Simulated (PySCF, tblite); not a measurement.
# C4H9FO2Si− (doublet): geometry, infrared bands and EPR parameters

Wanted: the infrared bands and EPR parameters of C4H9FO2Si− (doublet) (`CO[Si@@H](F)[CH-][CH]CO`), by calculation.

Programs: tblite 0.8.0 and PySCF 2.14.0, with density-fitted response routines of our own. Each step states its level of theory. These are calculated values for one molecule in the gas phase, unless marked as measured. Atoms count from 0, in the outputs and in this text.

### Step 1. Starting geometry

17 atoms, charge -1, multiplicity 2; geometry from: force field or distance geometry start.

Bonds of the start (Å): C0–O1 1.43, O1–Si2 1.68, Si2–F3 1.59, Si2–C4 1.82, C4–C5 1.45, C5–C6 1.49, C6–O7 1.42, C0–H8 1.09, C0–H9 1.10, C0–H10 1.09, Si2–H11 1.47, C4–H12 1.08, C5–H13 1.08, C6–H14 1.09, C6–H15 1.08, O7–H16 0.97.

### Step 2. Geometry optimisation with GFN2-xTB

Job settings and geometry (Å):

```
{"job": {"kind": "relax", "xc": "GFN2-xTB", "basis": "xTB"}, "charge": -1, "multiplicity": 2}
C      2.049500     1.662000     0.232300
O      0.879700     0.855500     0.101900
Si     1.042000    -0.770400     0.496200
F      1.822100    -0.870300     1.872500
C     -0.593800    -1.543000     0.704600
C     -1.809900    -1.179400     0.001400
C     -1.909500    -0.212900    -1.134200
O     -1.920900     1.109400    -0.616200
H      2.850400     1.313400    -0.423600
H      1.769100     2.680000    -0.068500
H      2.387100     1.706200     1.269500
H      1.811200    -1.444500    -0.566200
H     -0.667300    -2.272600     1.501900
H     -2.728400    -1.603400     0.376900
H     -2.852900    -0.374300    -1.664400
H     -1.099300    -0.322900    -1.841800
H     -1.036400     1.279200    -0.252200
```

Started as:

```
$ OMP_NUM_THREADS=1 python probes_run.py task.json out
```

The driver reads the jobs from task.json and runs them one after another.

**Question.** This job is followed by: GFN2-xTB harmonic vibrations, gas phase; UKS B3LYP, pcH-1 on C F H O Si, non-relativistic, mean-field spin-orbit, GIAO. What will the session give for the following? strongest single infrared mode (GFN2-xTB); zero-point energy (GFN2-xTB); g(iso) (B3LYP); ⟨S²⟩; largest a(iso) (averaged by class).

As calculated:

| quantity | value |
| --- | --- |
| strongest single infrared mode (GFN2-xTB) | 1772 cm⁻¹, 647 km/mol |
| zero-point energy (GFN2-xTB) | 76.3 kcal/mol |
| g(iso) (B3LYP) | 2.00264 |
| ⟨S²⟩ | 0.753 (exact 0.75) |
| largest a(iso) (averaged by class) | 13C on C5, 50.2 MHz |

**Reading.** Relaxing lowered the energy by 0.657 eV in 108 steps; the close pair that moved most is Si2–F3, from 1.585 to 1.659 Å. The lowest mode is slightly imaginary (8i cm⁻¹), a soft motion within the noise of the Hessian, so the minimum is not strictly shown. The strongest single mode, at 1772 cm⁻¹, moves mainly H11. GFN2-xTB is a fitted tight-binding method: band positions and strengths are rough. Its intensities can rank the bands wrongly. C5 carries the largest spin population, 0.57 e. The isotropic g lies 0.3 ppt above the free-electron value. The records flag this anion as possibly unbound in the gas phase, so the basis may hold the extra electron.
